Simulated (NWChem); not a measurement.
# the pair SiH2O···SiH4S: a chain of runs

We compute a single-point energy (singlet Si2H6SO, SVWN5/6-31G*), then a single-point energy (singlet SiH2O, SVWN5/6-31G*), then a single-point energy (singlet SiH4S, SVWN5/6-31G*), then the energy (singlet SiH2O, SVWN5/6-31G*), then the energy (singlet SiH4S, SVWN5/6-31G*) of H6OSSi2 and its partners. 

The calculation is run with NWChem 7.3.0.

## 1. Starting point

Si2H6SO: 10 atoms, total charge 0, spin state singlet. The two molecules were placed rigidly side by side, at 0.85 times their contact distance; the pair isn't optimised.

Bond lengths: O1–Si2 1.516 Å, Si5–S6 2.137 Å, Si2–H3 1.485 Å, Si2–H4 1.486 Å, Si5–H7 1.485 Å, Si5–H8 1.482 Å, Si5–H9 1.485 Å, S6–H10 1.344 Å. Angles: O1–Si2–H3 124.0°, O1–Si2–H4 124.0°, Si5–S6–H10 94.7°, S6–Si5–H7 111.6°, S6–Si5–H8 104.8°, S6–Si5–H9 111.6°, H3–Si2–H4 111.9°, H7–Si5–H8 110.0°, H7–Si5–H9 108.8°, H8–Si5–H9 110.0°.

## 2. The energy at SVWN5/6-31G(d) (spherical functions) (run 1)

test.nw reads:

```
start test
title "H6OSSi2 SVWN5"
memory stack 880 mb heap 220 mb global 1100 mb
charge 0
geometry units bohr noautosym nocenter noautoz
O  -0.53517044  0.78140175  2.77699033
Si -0.01266117  0.01851932  0.06598924
H   0.83129052 -2.54357136 -0.71087717
H  -0.28345892  1.74365030 -2.13214019
Si -4.07702742  3.41233516 -6.02845310
S  -6.41665954  3.49153358 -2.73741947
H  -1.36362637  3.70563955 -5.37568501
H  -4.93065451  5.59050908 -7.56844762
H  -4.40648227  1.02944720 -7.47331880
H  -5.35489802  1.44403422 -1.67543118
end
basis "ao basis" spherical bse
* library 6-31G*
end
dft
xc slater vwn_5
mult 1
grid fine
convergence energy 1e-08
maxiter 100
mulliken
print low
end
task dft energy
```

The run is started by

```console
nwchem test.nw > test.out
```

The program printed:

```text
[...]
 d= 0,ls=0.0,diis     1  -1051.4394708125 -1.29D+03  6.04D-02  1.63D+00     1.3
[...]
 d= 0,ls=0.0,diis    11  -1051.6430022902 -1.05D-09  6.03D-07  1.36D-09     9.2
         Total DFT energy =    -1051.643002290246
      One electron energy =    -1940.293602328347
           Coulomb energy =      721.311013532322
    Exchange-Corr. energy =      -73.983912520718
 Nuclear repulsion energy =      241.323499026497
[...]
      Total Density - Mulliken Population Analysis
     ---------------------------------------------
    Atom       Charge   Shell Charges
 -----------   ------   -------------------------------------------------------
    1 O    8     8.41   2.00  0.92  2.81  0.94  1.71  0.02
    2 Si  14    13.53   2.00  2.00  5.95  1.02  1.76  0.22  0.34  0.24
    3 H    1     1.02   0.47  0.55
    4 H    1     1.04   0.47  0.57
    5 Si  14    13.90   2.00  1.99  5.96  1.05  2.00  0.30  0.45  0.15
    6 S   16    16.22   2.00  2.00  5.96  1.38  3.09  0.52  1.24  0.04
    7 H    1     1.01   0.48  0.53
    8 H    1     0.98   0.48  0.51
    9 H    1     0.99   0.48  0.52
   10 H    1     0.88   0.47  0.41
[...]
```

Run time: 9.9 s. Hardware: 1 thread of Intel Xeon 6975P-C (Granite Rapids), shared host; peak memory 0.12 GiB.

## 3. SiH2O: the energy at SVWN5/6-31G(d) (spherical functions) (run 2)

input.nw reads:

```
start input
title "H2OSi SVWN5"
memory 2200 mb
charge 0

geometry units angstroms noautosym nocenter noautoz
O       -0.283200       0.413500       1.469520
Si      -0.006700       0.009800       0.034920
H        0.439900      -1.346000      -0.376180
H       -0.150000       0.922700      -1.128280
end

basis spherical bse
O library 6-31G*
Si library 6-31G*
H library 6-31G*
end

dft
xc slater vwn_5
grid fine
convergence energy 1e-08
iterations 100
mulliken
noprint "final vectors analysis"
end

task dft
```

The run is started by

```console
nwchem input.nw > input.out
```

The program printed:

```text
[...]
          Wavefunction type:  closed shell.
          No. of atoms     :     4
          No. of electrons :    24
[...]
          Charge           :     0
          Spin multiplicity:     1
[...]
          AO basis - number of functions:    36
[...]
              XC Information
              --------------
                        Slater Exchange Functional  1.000 local
                      VWN V Correlation Functional  1.000 local
[...]
 d= 0,ls=0.0,diis     1   -363.9933997765 -4.16D+02  1.19D-01  1.28D+00     0.3
[...]
 d= 0,ls=0.0,diis     8   -364.1587394057  2.83D-10  9.06D-06  8.13D-08     1.1
         Total DFT energy =     -364.158739405679
      One electron energy =     -610.347951074566
           Coulomb energy =      222.202043204549
    Exchange-Corr. energy =      -28.497625331715
 Nuclear repulsion energy =       52.484793796052
[...]
      Total Density - Mulliken Population Analysis
     ---------------------------------------------
    Atom       Charge   Shell Charges
 -----------   ------   -------------------------------------------------------
    1 O    8     8.42   2.00  0.92  2.81  0.94  1.73  0.02
    2 Si  14    13.53   2.00  2.00  5.96  1.02  1.76  0.23  0.33  0.24
    3 H    1     1.03   0.47  0.55
    4 H    1     1.03   0.47  0.55
[...]
```

Run time: 1.7 s. Hardware: 1 thread of Intel Xeon 6975P-C (Granite Rapids), shared host; peak memory 0.11 GiB.

## 4. SiH4S: a single-point energy at SVWN5/6-31G(d) (spherical functions) (run 3)

h4ssi.nw reads:

```
start h4ssi
title "H4SSi"
memory total 2200 mb

geometry noautosym nocenter noautoz
  Si      -2.157470       1.805730      -3.190120
  S       -3.395550       1.847640      -1.448580
  H       -0.721600       1.960940      -2.844690
  H       -2.609190       2.958370      -4.005050
  H       -2.331810       0.544760      -3.954710
  H       -2.833690       0.764150      -0.886600
end

basis spherical bse
  * library 6-31G*
end

dft
  xc slater vwn_5
  grid fine
  convergence energy 1e-08
  maxiter 100
  mulliken
  print low
end

task dft energy
```

The run is started by

```console
nwchem h4ssi.nw > h4ssi.out
```

The program printed:

```text
[...]
 d= 0,ls=0.0,diis     1   -687.4505774292 -7.77D+02  1.95D-02  3.22D-01     0.5
[...]
 d= 0,ls=0.0,diis    10   -687.4822396553 -1.43D-10  3.42D-07  1.52D-10     2.7
         Total DFT energy =     -687.482239655279
      One electron energy =    -1131.172282704065
           Coulomb energy =      399.932300666585
    Exchange-Corr. energy =      -45.480837088372
 Nuclear repulsion energy =       89.238579470573
[...]
      Total Density - Mulliken Population Analysis
     ---------------------------------------------
    Atom       Charge   Shell Charges
 -----------   ------   -------------------------------------------------------
    1 Si  14    13.88   2.00  1.99  5.96  1.05  2.00  0.29  0.44  0.15
    2 S   16    16.27   2.00  2.00  5.96  1.37  3.10  0.52  1.28  0.04
    3 H    1     1.00   0.48  0.52
    4 H    1     0.99   0.48  0.51
    5 H    1     1.00   0.48  0.52
    6 H    1     0.86   0.47  0.38
[...]
```

It took 3.3 s on 1 thread of Intel Xeon 6975P-C (Granite Rapids), shared host; peak memory 0.11 GiB.

## 5. SiH2O among ghost functions: a single-point energy at SVWN5/6-31G(d) (spherical functions, with ghost functions) (run 4)

h2osi.nw reads:

```
start h2osi
title "H2OSi SVWN5"
memory stack 880 mb heap 220 mb global 1100 mb

geometry units angstroms noautosym nocenter noautoz
 O       -0.283200       0.413500       1.469520
 Si      -0.006700       0.009800       0.034920
 H        0.439900      -1.346000      -0.376180
 H       -0.150000       0.922700      -1.128280
 bqSi    -2.157470     1.805730    -3.190120
 bqS     -3.395550     1.847640    -1.448580
 bqH     -0.721600     1.960940    -2.844690
 bqH     -2.609190     2.958370    -4.005050
 bqH     -2.331810     0.544760    -3.954710
 bqH     -2.833690     0.764150    -0.886600
end

basis spherical bse
 O library 6-31G*
 Si library 6-31G*
 H library 6-31G*
 bqSi library Si 6-31G*
 bqS library S 6-31G*
 bqH library H 6-31G*
end

dft
 xc slater vwn_5
 grid fine
 convergence energy 1e-08
 maxiter 100
 mulliken
 print low
end

task dft energy
```

The run is started by

```console
nwchem h2osi.nw > h2osi.out
```

The program printed:

```text
[...]
 d= 0,ls=0.0,diis     1   -363.9942750433 -4.16D+02  5.36D-02  1.28D+00     1.2
[...]
 d= 0,ls=0.0,diis     8   -364.1595690848  8.94D-10  4.28D-06  9.07D-08     6.2
         Total DFT energy =     -364.159569084809
      One electron energy =     -610.326422122429
           Coulomb energy =      222.177316713104
    Exchange-Corr. energy =      -28.495257471536
 Nuclear repulsion energy =       52.484793796052
[...]
      Total Density - Mulliken Population Analysis
     ---------------------------------------------
    Atom       Charge   Shell Charges
 -----------   ------   -------------------------------------------------------
    1 O    8     8.42   2.00  0.92  2.81  0.94  1.72  0.02
    2 Si  14    13.52   2.00  2.00  5.95  1.02  1.76  0.22  0.33  0.24
    3 H    1     1.03   0.47  0.55
    4 H    1     1.03   0.47  0.55
    5 X    0     0.01  -0.00 -0.00  0.00 -0.00 -0.00  0.01  0.01 -0.00
    6 X    0    -0.00  -0.00 -0.00  0.00 -0.00 -0.00 -0.00  0.00 -0.00
    7 X    0    -0.00  -0.00 -0.00
    8 X    0     0.00  -0.00  0.00
    9 X    0    -0.00   0.00 -0.00
   10 X    0     0.00  -0.00  0.00
[...]
```

It took 6.9 s on 1 thread of Intel Xeon 6975P-C (Granite Rapids), shared host; peak memory 0.12 GiB.

## 6. SiH4S among ghost functions: the energy at SVWN5/6-31G(d) (spherical functions, with ghost functions) (run 5)

sp.nw reads:

```
start sp
title "H4SSi SVWN5"
memory total 2200 mb

geometry noautosym nocenter noautoz
  Si      -2.157470       1.805730      -3.190120
  S       -3.395550       1.847640      -1.448580
  H       -0.721600       1.960940      -2.844690
  H       -2.609190       2.958370      -4.005050
  H       -2.331810       0.544760      -3.954710
  H       -2.833690       0.764150      -0.886600
  bqO     -0.283200     0.413500     1.469520
  bqSi    -0.006700     0.009800     0.034920
  bqH      0.439900    -1.346000    -0.376180
  bqH     -0.150000     0.922700    -1.128280
end

basis spherical bse
  Si library 6-31G*
  S library 6-31G*
  H library 6-31G*
  bqO library O 6-31G*
  bqSi library Si 6-31G*
  bqH library H 6-31G*
end

dft
  xc slater vwn_5
  grid fine
  convergence energy 1e-08
  maxiter 100
  mulliken
  print low
end

task dft energy
```

The run is started by

```console
nwchem sp.nw > sp.out
```

The program printed:

```text
[...]
 d= 0,ls=0.0,diis     1   -687.4509432354 -7.77D+02  1.08D-02  3.23D-01     1.2
[...]
 d= 0,ls=0.0,diis    10   -687.4826318973 -1.44D-10  1.90D-07  1.54D-10     8.1
         Total DFT energy =     -687.482631897297
      One electron energy =    -1131.159782727993
           Coulomb energy =      399.918110205197
    Exchange-Corr. energy =      -45.479538845075
 Nuclear repulsion energy =       89.238579470573
[...]
      Total Density - Mulliken Population Analysis
     ---------------------------------------------
    Atom       Charge   Shell Charges
 -----------   ------   -------------------------------------------------------
    1 Si  14    13.88   2.00  1.99  5.96  1.05  2.01  0.29  0.43  0.15
    2 S   16    16.27   2.00  2.00  5.96  1.37  3.10  0.52  1.27  0.04
    3 H    1     1.00   0.48  0.52
    4 H    1     0.99   0.48  0.51
    5 H    1     1.00   0.48  0.52
    6 H    1     0.86   0.47  0.39
    7 X    0    -0.00   0.00  0.00 -0.00 -0.00  0.00  0.00
    8 X    0     0.00  -0.00 -0.00  0.00 -0.00 -0.00  0.00  0.00 -0.00
    9 X    0     0.00  -0.00  0.00
   10 X    0     0.00  -0.00  0.00
[...]
```

Run time: 8.7 s. Hardware: 1 thread of Intel Xeon 6975P-C (Granite Rapids), shared host; peak memory 0.12 GiB.

## 7. What came out

| quantity | value |
| --- | --- |
| run 1, SVWN5/6-31G*: total energy | -1051.64300 Eh |
| SiH2O: total energy | -364.15874 Eh |
| SiH2O: dipole moment | 3.20 D |
| SiH4S: total energy | -687.48224 Eh |
| SiH2O among ghost functions: total energy | -364.15957 Eh |
| SiH4S among ghost functions: total energy | -687.48263 Eh |
| interaction energy of the rigid parts SiH2O and SiH4S (parts in their own basis; closest atoms 2.09 Å apart) | -0.055 eV |
| interaction energy of the rigid parts SiH2O and SiH4S (parts in the whole basis, counterpoise; closest atoms 2.09 Å apart) | -0.022 eV |

The interaction energy of the rigid parts SiH2O and SiH4S (parts in their own basis; closest atoms 2.09 Å apart) is −0.06 eV (−1.3 kcal/mol): the parts attract. Without counterpoise this holds the superposition error of the basis. The interaction energy of the rigid parts SiH2O and SiH4S (parts in the whole basis, counterpoise; closest atoms 2.09 Å apart) is −0.02 eV (−0.5 kcal/mol): the parts attract. The basis-set superposition error is 3.2 kJ/mol. Mulliken charges (SiH2O) run from -0.42 on O1 to +0.47 on Si2. Mulliken charges (SiH4S) run from -0.27 on S2 to +0.14 on H6.
